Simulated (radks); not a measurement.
# The Coulomb parameter U of the 4f shell of Pm²⁺

One table from this session's results is given with a row withheld; the runs are named, their logs left out.

Method: scalar-relativistic Kohn-Sham, BLYP, spin-unpolarised, spherical densities, point nucleus. Code: radks (a radial shooting solver on a logarithmic mesh, Libxc functionals) version 1.

## Starting point

```
element       : promethium (Z = 61)
charge        : +2
electrons     : 59
configuration : [Xe] 4f4 6p1
```

Outer shells as boxes (Hund's rule):

Pm²⁺
```
[Xe] core
4f [↑ ][↑ ][↑ ][↑ ][  ][  ][  ]
6p [↑ ][  ][  ]
```

Set-up of the first run:

The run's settings:

```text
Z 61
configuration [Xe] 4f4 6p1
relativity scalar-relativistic
functional b88,lyp
spin unpolarised
nucleus point
c 137.035999084
```

Among the steps run: Start: [Xe] 4f4 6p1.

One of the session's tables, all rows but one given; the rest of the session is left out.

It belongs to the step «Start: [Xe] 4f4 6p1». Sizes of the orbitals, from the radial functions (bohr):

```
level     <r>  outermost maximum (interpolated)  90 % within  nodes
   3d       ?                                 ?            ?      ?
   4s  0.5920                             0.552        0.850      3
   4p  0.6264                             0.575        0.911      2
   4d  0.6849                             0.601         1.03      1
   5s   1.407                              1.27         2.02      4
   5p   1.624                              1.43         2.36      3
   4f  0.9428                             0.626         1.61      0
   6p   4.108                              3.75         5.86      4
```

**Question.** Estimate the row for 3d.

**Answer.** <r>: 0.2363; outermost maximum (interpolated): 0.192; 90 % within: 0.369; nodes: 0. In the column «<r>» it is the lowest.
